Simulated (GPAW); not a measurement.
# WAu (F-43m) in GPAW: further runs, part 2 of 2

GPAW 26.7.0.

### 4 Optical spectrum, PBE

Contents of run.py:

```python
from ase.dft.bandgap import bandgap
from ase.io import read, write
from gpaw import GPAW, PW
from gpaw.response.df import DielectricFunction

atoms = read('POSCAR')

calc = GPAW(mode=PW(500),
            xc='PBE',
            kpts={'size': (7, 7, 7), 'gamma': True},
            occupations={'name': 'fermi-dirac', 'width': 0.05},
            nbands=25,
            convergence={'density': 1e-06},
            maxiter=150,
            txt='gpaw.txt')
atoms.calc = calc
energy = atoms.get_potential_energy()
calc.write('gs.gpw')
write('result.traj', atoms)
print(f'Energy: {energy:.6f} eV')
print('Fermi level:', round(calc.get_fermi_level(), 4), 'eV')
print(f'Gap: {bandgap(calc)[0]:.4f} eV, direct: {bandgap(calc, direct=True)[0]:.4f} eV')

dense = calc.fixed_density(kpts={'size': (19, 19, 19), 'gamma': True},
                           nbands=39, convergence={'bands': 33, 'eigenstates': 1e-7},
                           update_fermi_level=True, txt='dense.txt')
dense.write('dense.gpw', mode='all')

df = DielectricFunction('dense.gpw', frequencies={'type': 'nonlinear', 'domega0': 0.05, 'omega2': 10},
                        eta=0.1, ecut=50, nbands=33, rate='eta', txt='df.txt')
for direction in ['x']:
    df.get_dielectric_function(xc='RPA', direction=direction, filename=f'df_{direction}.csv')
```

Contents of POSCAR:

```
WAu
1.0
    0.0000000000      2.7479792600      2.7479792600
    2.7479792600      0.0000000000      2.7479792600
    2.7479792600      2.7479792600      0.0000000000
W Au
1 1
Direct
    0.0000000000      0.0000000000      0.0000000000
    0.7500000000      0.7500000000      0.7500000000
```

Potentials or basis: GPAW PAW data sets (gpaw-data 1.2.1), pw.

On the command line:

```console
> OMP_NUM_THREADS=1 python run.py
```

gpaw.txt:

```text
__  _  _
 | _ |_)|_||  |
 |__||  | ||/\| - 26.7.0

Input parameters:
  mode=PW(ecut=500.0),
  convergence={'density': 1e-06},
  kpts=MonkhorstPack(size=(7, 7, 7), gamma=True),
  maxiter=150,
  nbands=25,
  occupations=Occupations(name='fermi-dirac', width=0.05),
  xc=XC(name='PBE')

Diagonalizing LCAO Hamiltonian
Converting LCAO to pw mode

                    Au

       W

Atoms  # Å, Bohr magnetons
|   | symbol |        x |        y |        z |    initial magnetic moments |
|---|--------|----------|----------|----------|-----------------------------|
| 0 |      W | 0.000000 | 0.000000 | 0.000000 | ( 0.0000,  0.0000,  0.0000) |
| 1 |     Au | 4.121969 | 4.121969 | 4.121969 | ( 0.0000,  0.0000,  0.0000) |

Unit cell  # Å
| periodic |        x |        y |        z |  lengths |    angles |
|----------|----------|----------|----------|----------|-----------|
|      yes | 0.000000 | 2.747979 | 2.747979 | 3.886230 | 60.000000 |
|      yes | 2.747979 | 0.000000 | 2.747979 | 3.886230 | 60.000000 |
|      yes | 2.747979 | 2.747979 | 0.000000 | 3.886230 | 60.000000 |

Number of symmetries: 24
Symmetry operations  # r_c * U_cc + t_c -> r_c
|    | kind |            matrix            |
|----|------|------------------------------|
|  0 |  E   |  1, 0, 0,  0, 1, 0,  0, 0, 1 |
|  1 |  σ   |  1, 0, 0,  0, 0, 1,  0, 1, 0 |
|  2 |  σ   |  1, 0,-1,  0, 1,-1,  0, 0,-1 |
|  3 |  C3  |  1, 0,-1,  0, 0,-1,  0, 1,-1 |
|  4 |  C3  |  1,-1, 0,  0,-1, 1,  0,-1, 0 |
|  5 |  σ   |  1,-1, 0,  0,-1, 0,  0,-1, 1 |
|  6 |  σ   |  0, 1, 0,  1, 0, 0,  0, 0, 1 |
|  7 |  C3  |  0, 1, 0,  0, 0, 1,  1, 0, 0 |
|  8 |  C2  |  0, 1,-1,  1, 0,-1,  0, 0,-1 |
|  9 |  S4  |  0, 1,-1,  0, 0,-1,  1, 0,-1 |
| 10 |  C3  |  0, 0, 1,  1, 0, 0,  0, 1, 0 |
| 11 |  σ   |  0, 0, 1,  0, 1, 0,  1, 0, 0 |
| 12 |  S4  |  0, 0,-1,  1, 0,-1,  0, 1,-1 |
| 13 |  C3  |  0, 0,-1,  0, 1,-1,  1, 0,-1 |
| 14 |  S4  |  0,-1, 1,  1,-1, 0,  0,-1, 0 |
| 15 |  C2  |  0,-1, 1,  0,-1, 0,  1,-1, 0 |
| 16 |  C3  |  0,-1, 0,  1,-1, 0,  0,-1, 1 |
| 17 |  S4  |  0,-1, 0,  0,-1, 1,  1,-1, 0 |
| 18 |  S4  | -1, 1, 0, -1, 0, 1, -1, 0, 0 |
| 19 |  C3  | -1, 1, 0, -1, 0, 0, -1, 0, 1 |
| 20 |  C3  | -1, 0, 1, -1, 1, 0, -1, 0, 0 |
| 21 |  S4  | -1, 0, 1, -1, 0, 0, -1, 1, 0 |
| 22 |  σ   | -1, 0, 0, -1, 1, 0, -1, 0, 1 |
| 23 |  C2  | -1, 0, 0, -1, 0, 1, -1, 1, 0 |

BZ-sampling:
  Number of BZ points: 343
  Number of IBZ points: 20

  Monkhorst-Pack size: [7, 7, 7]
  Monkhorst-Pack shift: [0, 0, 0]

K-points  # in reciprocal-cell coordinates
|     |                                coordinates |     weight |
|-----|--------------------------------------------|------------|
|   0 | (  0.00000000,   0.00000000,   0.00000000) | 0.00291545 |
|   1 | (  0.14285714,   0.14285714,   0.00000000) | 0.01749271 |
|   2 | (  0.14285714,   0.14285714,   0.14285714) | 0.02332362 |
|   3 | (  0.28571429,   0.14285714,   0.14285714) | 0.03498542 |
|   4 | (  0.28571429,   0.28571429,   0.00000000) | 0.01749271 |
|   5 | (  0.28571429,   0.28571429,   0.14285714) | 0.06997085 |
|   6 | (  0.28571429,   0.28571429,   0.28571429) | 0.02332362 |
|   7 | (  0.42857143,  -0.28571429,  -0.28571429) | 0.03498542 |
|   8 | (  0.42857143,   0.28571429,  -0.42857143) | 0.13994169 |
|   9 | (  0.42857143,   0.28571429,  -0.28571429) | 0.06997085 |
| ... |                                            |            |
|  19 | (  0.42857143,   0.42857143,   0.42857143) | 0.02332362 |

Plane wave coefficients: 1067
Cutoff: 500.0 eV

Spin-components: 1 (collinear spins)
Bands:           25
Projectors:      12
Spin-degeneracy: 2
Datatype:        complex128

Parallelization:
  kpt:    1
  domain: 1
  band:   1

Density:
  Valence electrons: 25.0
  Components: 1
  Grid points: [21 21 21]
  Charge: 0.0  # |e|

Potential:
  Grid points: [21 21 21]

species:
  W:
    name:    Tungsten
    Z:       74.0
    valence: 14
    core:    60
    charge:  0.0  # [|e|]
    compensation charges:
      type: gauss
      rc: 0.40  # [Å]
      lmax: 2
    cutoffs:
      filter: 2.36  # [Å]
      core: 3.02  # [Å]
    projectors
    | kind |    occ | energy [eV] | rcut [Å] |
    |------|--------|-------------|----------|
    |   5s |  2.000 |     -78.830 |    1.344 |
    |   6s |  2.000 |      -5.697 |    1.344 |
    |   5p |  6.000 |     -43.233 |    1.355 |
    |   6p |  0.000 |      -1.367 |    1.355 |
    |   5d |  4.000 |      -4.494 |    1.228 |
    |    d |        |      22.717 |    1.228 |

    Using partial waves for W as LCAO basis

  Au:
    name:    Gold
    Z:       79.0
    valence: 11
    core:    68
    charge:  0.0  # [|e|]
    compensation charges:
      type: gauss
      rc: 0.42  # [Å]
      lmax: 2
    cutoffs:
      filter: 2.33  # [Å]
      core: 2.81  # [Å]
    projectors
    | kind |    occ | energy [eV] | rcut [Å] |
    |------|--------|-------------|----------|
    |   6s |  1.000 |      -5.728 |    1.323 |
    |   6p |  0.000 |      -0.775 |    1.323 |
    |   5d | 10.000 |      -6.891 |    1.323 |
    |    s |        |      21.484 |    1.323 |
    |    p |        |      26.436 |    1.323 |
    |    d |        |      20.321 |    1.323 |

    Using partial waves for Au as LCAO basis

Reference energy: -955369.942764  # eV

eigensolver:
  PPCG
  Converge bands: occupied
  niter=2

density mixing:
  MSR1-Mixer
  Pratt-step length: 0.05
  Maximum mixing coefficient: 0.75
  Old densities: 10
  SVD Regularization: 0.005
  Good broyden scale: 1.0
  Trust region scale: 1.0
  Backstep threshold: 4.0
  History deletion threshold: 6.0
  Fourier metric: weight=20.0, sigma=0.015

occupation numbers:
  Fermi-Dirac:
    width: 0.0500  # eV

poisson solver:
  ecut: 4000.0  # eV

xc functional:
  name: PBE with 2 nearest neighbor stencil

convergence criteria:
- Maximum integral of absolute [dens]ity change: 1e-06 electrons / valence electron
- Maximum [total energy] change in last 3 cyles: 0.0005 eV / valence electron
- Maximum integral of absolute [eigenst]ate change: 4e-08 eV^2 / valence electron
maximum number of iterations: 150

SCF iterations
|iter     | |      energy | eigst |  dens |
|---------|-|-------------|-------|-------|
|iter:   1| |  -12.125710 | -0.09 |       |
|iter:   2| |  -11.413287 | -2.26 | -0.96 |
|iter:   3| |  -10.195980 | -1.68 | -1.05 |
|iter:   4| |  -10.106577 | -2.73 | -1.49 |
|iter:   5| |  -10.086860 | -3.39 | -1.84 |
|iter:   6| |  -10.085288 | -3.94 | -2.34 |
|iter:   7| |  -10.085336c| -5.21 | -3.08 |
|iter:   8| |  -10.085354c| -5.83 | -3.55 |
|iter:   9| |  -10.085353c| -8.15c| -4.39 |
|iter:  10| |  -10.085352c| -7.56c| -4.69 |
|iter:  11| |  -10.085351c| -8.32c| -5.50 |
|iter:  12| |  -10.085351c| -8.97c| -6.02c|

Converged in 12 steps
Energy contributions relative to reference atoms: (reference = -955369.942764)

Energy contributions:
  Kinetic:          19.616710
  Coulomb:         -19.413571
  Zero:              0.291627
  External:          0.000000
  Xc:              -10.570754
  Entropy:          -0.018728
  Spinorbit:         0.000000
  ----------------------------
  Free energy:     -10.094715
  Extrapolated:    -10.085351

dipole moment: (-15.727099, -15.727099, -15.727099)  # |e|*Ang

Fermi level: 9.084
Eigenvalues  # (at kpt = [0.000, 0.000, 0.000])
| band index |      eig [eV] | occ [0-2] |
|------------|---------------|-----------|
|          0 |       -64.836 |     2.000 |
|        ... |               |           |
|          5 |         2.336 |     2.000 |
|          6 |         2.336 |     2.000 |
|          7 |         2.708 |     2.000 |
|          8 |         2.708 |     2.000 |
|          9 |         2.708 |     2.000 |
|         10 |         8.174 |     2.000 |
[... 8 lines left out ...]
|         19 |        21.204 |     0.000 |
|         20 |        23.336 |     0.000 |
|        ... |               |           |
|         24 |        24.422 |     0.000 |

No gap
No difference between direct/indirect transitions
# Writing to gs.gpw (mode='')
```

Run time: 4.2 min. Hardware: 1 thread of Arm Neoverse V2, shared host; peak memory 0.52 GiB.

What came out:

```yaml
Free_energy: -10.0947 eV
Band_gap_on_the_k_mesh: none (metal or under the smearing width)
```

Dielectric function (mean over the directions given):
```
energy (eV)  real part  imaginary part
       0.41    -116.44           89.99
       1.04      -7.74           12.57
       1.66      11.13           16.33
       2.30      -3.05           25.66
       2.91      -8.35           13.00
       3.56      -2.18            7.92
       4.16      -1.18            7.30
       4.79      -1.83            8.31
       5.53      -1.85            4.34
       6.15       0.64            4.39
       6.79      -0.77            4.70
       7.38      -0.67            4.28
       8.07       0.12            4.19
       8.71      -0.64            4.21
       9.27      -1.35            3.65
      10.06      -0.86            3.41
      10.67      -1.79            2.86
      11.31      -1.67            1.92
      11.96      -1.18            1.47
      12.53      -0.86            1.31
      13.24      -0.70            0.98
      13.85      -0.37            1.00
      14.61      -0.29            1.10
      15.26      -0.35            0.88
      15.94      -0.10            0.80
      16.64      -0.18            0.80
      17.36      -0.07            0.59
      18.12       0.05            0.52
      18.90       0.20            0.37
      19.87       0.38            0.40
```

Caveat: the intraband term hangs on this k mesh; the long-wavelength limit can be off by several per cent where d states take part; independent-particle spectra lack excitons. Spin-orbit coupling is left out, which matters for the levels of Au, W.

### 5 Summary

```tsv
level	potentials or basis	gap on the mesh (eV)
AM05	PAW data sets generated in the run's folder for this functional, pw	none
PBEsol	PAW data sets generated in the run's folder for this functional, pw	none
PBE	GPAW PAW data sets (gpaw-data 1.2.1), pw	none
```

Alike in all rows: task optical spectrum; no spin polarisation; cell as given; k mesh 7 × 7 × 7; cutoff (eV) 500; smearing fermi-dirac 0.05 eV.

Caveats: the intraband term hangs on this k mesh; the long-wavelength limit can be off by several per cent where d states take part; independent-particle spectra lack excitons.

Total energies depend on the potentials used, so only differences within one code and one set of settings carry meaning.
